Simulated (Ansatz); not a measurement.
# Co (Cobalt): the cost of one run

Method: DFT PBE, with the methods named in each step, in Ansatz 0.2.0.

### 1 Starting point

The structure is hexagonal, space group P6_3/mmc (No. 194). Conventional cell: a = 2.507 Å, b = 2.507 Å, c = 4.070 Å, α = 90.00°, β = 90.00°, γ = 120.00°. Around Co (site symmetry -6m2) lie 12 Co at 2.50 to 2.51 Å.

Coordinates:

```
CELL_PARAMETERS angstrom
2.50740 0.00000 0.00000
-1.25370 2.17147 0.00000
0.00000 0.00000 4.06990
ATOMIC_POSITIONS crystal
Co 0.33333 0.66667 0.25000
Co 0.66667 0.33333 0.75000
```

In patterns such as +-, the signs follow the magnetic atoms in the order of the input.

Atoms are numbered in the order of the input: Co1, Co2.

### 2 Parallel moments, PAW

input.yaml reads:

```yaml
crystal:
  lattice:
    - [2.5074, 0.0, 0.0]
    - [-1.2537, 2.1714720974, 0.0]
    - [0.0, 0.0, 4.0699]
  atoms:
    - { symbol: Co, position: [0.3333333333, 0.6666666667, 0.25], spin: 2.0 }
    - { symbol: Co, position: [0.6666666667, 0.3333333333, 0.75], spin: 2.0 }
magnetization:
  spin_polarized: true
kpoints:
  mp_grid: { grid: [15, 15, 8] }
scf:
  occupations: { method: fermi_dirac, width: 0.08 }
  lower_state_search: "off"
hamiltonian:
  xc: pbe
  pseudopotentials: { kind: paw }
output:
  forces: true
  stress: true
  eigenvalues: true
  populations: true
```

The run is started by

```console
$ ansatz run input.yaml --threads 1 --pin off --max-ram 3072MiB --backend cpu --events-out ev --progress --plain --runs-dir out
```

What time and memory should one allow on 1 thread of Intel Xeon Platinum 8375C at 2.90GHz (Ice Lake), shared host?

About 8 s, with a peak of 0.43 GiB.
